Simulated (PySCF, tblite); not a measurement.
# C₉H₁₄O: infrared bands and NMR shifts

Aim: predict the infrared bands and NMR shifts of C₉H₁₄O (`CO[C@@H]1C[C@@H]2C=C[C@H]1CC2`).

Computed with tblite 0.8.0 and PySCF 2.14.0, with density-fitted response routines of our own, on a single molecule in the gas phase. Atoms are numbered from 0 throughout.

**1. The starting structure**

24 atoms, charge 0, multiplicity 1; geometry from: GFN2-xTB.

Bonds of the start (Å): C0–O1 1.40, O1–C2 1.42, C2–C3 1.53, C3–C4 1.54, C4–C5 1.50, C5–C6 1.32, C6–C7 1.49, C7–C8 1.54, C8–C9 1.53, C7–C2 1.55, C9–C4 1.54, C0–H10 1.10, C0–H11 1.09, C0–H12 1.10, C2–H13 1.10, C3–H14 1.09, C3–H15 1.09, C4–H16 1.09, C5–H17 1.08, C6–H18 1.08, C7–H19 1.09, C8–H20 1.09, C8–H21 1.09, C9–H22 1.09, C9–H23 1.09.

**2. Vibrational analysis with GFN2-xTB**

The job: settings as JSON, then the geometry in Å.

```
{"job": {"kind": "ir", "xc": "GFN2-xTB", "basis": "xTB"}, "charge": 0, "multiplicity": 1}
C      2.979775    -0.731056    -0.164603
O      1.922118    -0.440791     0.709443
C      0.899874     0.376591     0.171354
C     -0.015737     0.776441     1.336093
C     -1.451695     0.300124     1.064764
C     -1.406615    -1.167272     0.777042
C     -0.633086    -1.497863    -0.245722
C      0.045045    -0.339426    -0.903537
C     -1.026577     0.660006    -1.374777
C     -1.949380     1.017968    -0.202146
H      2.682561    -1.423404    -0.960511
H      3.754974    -1.199294     0.439946
H      3.379601     0.183360    -0.622274
H      1.365389     1.265069    -0.290162
H      0.371216     0.299333     2.236714
H     -0.005885     1.856343     1.484519
H     -2.094049     0.537272     1.915180
H     -1.967101    -1.868113     1.373120
H     -0.472227    -2.504263    -0.595374
H      0.667310    -0.643969    -1.747369
H     -1.594477     0.207704    -2.188747
H     -0.533624     1.551021    -1.768042
H     -1.954456     2.094771    -0.027074
H     -2.974689     0.709215    -0.410281
```

**Question.** This job is followed by: GIAO PBE0/pcSseg-1 NMR shielding, non-relativistic, gas phase. Predict these results of the whole session: strongest single infrared mode (GFN2-xTB); zero-point energy (GFN2-xTB); 13C shifts against TMS (PBE0/pcSseg-1); 1H shifts against TMS (PBE0/pcSseg-1, means over atoms taken as alike); 17O shifts against H2O (PBE0/pcSseg-1).

As calculated:

| quantity | value |
| --- | --- |
| strongest single infrared mode (GFN2-xTB) | 2989 cm⁻¹, 109 km/mol |
| zero-point energy (GFN2-xTB) | 132.1 kcal/mol |
| 13C shifts against TMS (PBE0/pcSseg-1) | 143.1, 139.4, 84.7, 58.1, 39.7, 34.1, 33.7, 27.8, 24.0 ppm |
| 1H shifts against TMS (PBE0/pcSseg-1, means over atoms taken as alike) | 6.65, 6.41, 3.43, 3.41, 2.94, 2.46, 1.87, 1.38, 1.31, 1.27, 1.22, 1.16 ppm |
| 17O shifts against H2O (PBE0/pcSseg-1) | 53.5 ppm |

No mode is imaginary among the 66: a minimum at this level. Unscaled tight-binding wavenumbers are off by several per cent, some by more. Its intensities can rank the bands wrongly.
